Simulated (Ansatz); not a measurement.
Relaxation of a periodic cell of 17 atoms, Si16B (host Si, host structure diamond, interstitial B), to a largest force component of 0.08 eV/Å in at most 25 steps.

Method: Ansatz, DFT PBE, scalar-relativistic, plane waves, PAW. Settings: accuracy low, PAW set soft_1, cutoff 420 eV, k mesh 2x2x2, fermi-dirac smearing 0.05 eV, spin collinear.

```xyz
17
Lattice="0.0000 5.4300 5.4300 5.4300 0.0000 5.4300 5.4300 5.4300 0.0000" Properties=species:S:1:pos:R:3
Si 0.000 0.000 0.000
Si 1.357 1.357 1.357
Si 2.715 2.715 0.000
Si 4.072 4.072 1.357
Si 2.715 0.000 2.715
Si 4.072 1.357 4.072
Si 5.430 2.715 2.715
Si 6.787 4.072 4.072
Si 0.000 2.715 2.715
Si 1.357 4.072 4.072
Si 2.715 5.430 2.715
Si 4.072 6.787 4.072
Si 2.715 2.715 5.430
Si 4.072 4.072 6.787
Si 5.430 5.430 5.430
Si 6.787 6.787 6.787
B 6.117 2.111 4.790
```

Task: Where does it end, and by what steps?

Result: The forces met the threshold. Limits of this set-up: coarse k mesh, a small cell, in which the defect meets its images, low accuracy level. After 3 steps the energy has fallen by 0.148 eV; B17 moved furthest, 0.08 Å.

```tsv
step	energy less start (eV)	largest force component (eV/Å)	accepted
0	0.0000	0.517	yes
1	-0.1337	0.149	yes
2	-0.1430	0.083	yes
3	-0.1480	0.014	yes
```

```xyz
17
Lattice="0.0000 5.4300 5.4300 5.4300 0.0000 5.4300 5.4300 5.4300 0.0000" Properties=species:S:1:pos:R:3
Si 0.036 -0.003 -0.036
Si 1.320 1.399 1.366
Si 2.723 2.681 -0.036
Si 4.055 4.093 1.376
Si 2.732 -0.014 2.700
Si 4.065 1.398 4.112
Si 5.466 2.681 2.711
Si 6.749 4.083 4.113
Si -0.012 2.734 2.728
Si 1.373 4.067 4.061
Si 2.704 5.447 2.729
Si 4.085 6.778 4.060
Si 2.706 2.734 5.446
Si 4.086 4.065 6.777
Si 5.417 5.446 5.447
Si 6.803 6.779 6.780
B 6.110 2.042 4.756
```

Whether the end is a true minimum wasn't checked by a vibrational analysis.

The run took 2.1 min on 1 thread of Arm Neoverse V1 (shared host), peak memory 0.67 GiB.
